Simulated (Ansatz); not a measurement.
# F₃HSZr: up Jacob's ladder to CCSD(T)

One table from this session's results is given with a row withheld; the runs are named, their logs left out.

Method: functionals in def2-TZVPP, the program's frozen cores in correlated methods; program: Ansatz 0.2.0, Gaussian basis.

Levels to be run: LDA (SPW92), PBE-D4, revPBE-D4, BLYP-D4, r2SCAN-D4, B97M-V, PBE0-D4, B3LYP-D4, r2SCANh-D4, r2SCAN0-D4, HSE06-D4, BHLYP-D4, CAM-B3LYP-D4, LC-ωPBE, ωB97X-V, ωB97M-V, B2PLYP, PBE-QIDH; CCSD(T)/def2-SVP; CCSD(T)/def2-TZVPP; MP2/def2-QZVPP; extrapolation to the limit; RPA on PBE.

## The geometry

An earlier PBE0-D4 in a triple-zeta def2 set relaxation fixed the geometry. Zr takes the def2 core potential; no spin-orbit term is included.

SMILES `[F][Zr]([F])([F])[SH]`, 6 atoms, charge 0, spin multiplicity 1.

Atoms are counted from 1 here; the program's logs count them from 0.

Bond lengths: F1–Zr2 1.888 Å, Zr2–F3 1.892 Å, Zr2–F4 1.892 Å, Zr2–S5 2.441 Å, S5–H6 1.348 Å. Angles: F1–Zr2–F3 111.5°, F1–Zr2–F4 111.8°, F1–Zr2–S5 107.1°, F3–Zr2–F4 107.2°, F3–Zr2–S5 109.6°, F4–Zr2–S5 109.5°, Zr2–S5–H6 91.1°.

As a file:

```
F    -0.33019   -1.83713    1.35114
Zr    0.16158   -0.54905    0.06062
F     2.02774   -0.23530    0.06794
F    -0.30831   -1.09373   -1.68953
S    -1.01897    1.51375    0.61772
H    -0.48985    2.13746   -0.45399
```

The first run:

in.yaml reads:

```yaml
crystal:
  periodic: [false, false, false]
  atoms:
    - {symbol: F, position_ang: [-0.330187, -1.837130, 1.351140]}
    - {symbol: Zr, position_ang: [0.161581, -0.549048, 0.060621]}
    - {symbol: F, position_ang: [2.027737, -0.235299, 0.067941]}
    - {symbol: F, position_ang: [-0.308313, -1.093735, -1.689534]}
    - {symbol: S, position_ang: [-1.018968, 1.513755, 0.617725]}
    - {symbol: H, position_ang: [-0.489851, 2.137457, -0.453994]}
basis:
  gaussian: {orbitals: def2-TZVPP}
hamiltonian: {xc: lda}
output: {orbitals: {seedname: orbitals}}
```

Among the steps run: LDA; PBE-D4 (GGA); revPBE-D4 (GGA); BLYP-D4 (GGA); r2SCAN-D4 (meta-GGA); B97M-V (meta-GGA); PBE0-D4 (hybrid); B3LYP-D4 (hybrid); r2SCANh-D4 (hybrid); r2SCAN0-D4 (hybrid); HSE06-D4 (hybrid); BHLYP-D4 (hybrid); CAM-B3LYP-D4 (range-separated); LC-ωPBE-D4 (range-separated; the results give it without D4); ωB97X-V (range-separated); ωB97M-V (range-separated); B2PLYP (double hybrid); PBE-QIDH (double hybrid).

One of the session's tables, all rows but one given; the rest of the session is left out.

It belongs to the step «Orbital energies across the functionals». 

| functional | HOMO (eV) | LUMO (eV) | gap (eV) |
| --- | --- | --- | --- |
| LDA (SPW92) | -7.12 | -3.02 | 4.11 |
| PBE-D4 | -6.94 | -2.73 | 4.20 |
| revPBE-D4 | -6.86 | -2.62 | 4.24 |
| BLYP-D4 | -6.77 | -2.63 | 4.14 |
| r2SCAN-D4 | -7.24 | -2.56 | 4.67 |
| B97M-V | ? | ? | ? |
| PBE0-D4 | -8.19 | -1.88 | 6.31 |
| B3LYP-D4 | -7.94 | -2.13 | 5.81 |
| r2SCANh-D4 | -7.70 | -2.25 | 5.45 |
| r2SCAN0-D4 | -8.39 | -1.77 | 6.62 |
| HSE06-D4 | -7.79 | -2.26 | 5.53 |
| BHLYP-D4 | -9.28 | -0.90 | 8.38 |
| CAM-B3LYP-D4 | -9.49 | -0.75 | 8.73 |
| LC-ωPBE | -10.85 | 0.52 | 11.36 |
| ωB97X-V | -10.49 | 0.40 | 10.89 |
| ωB97M-V | -10.33 | 0.27 | 10.60 |

Estimate the missing values for B97M-V.

**Answer.** HOMO (eV): -7.28; LUMO (eV): -2.53; gap (eV): 4.75. In the column «HOMO (eV)» it lies between r2SCANh-D4 (-7.70) and r2SCAN-D4 (-7.24).
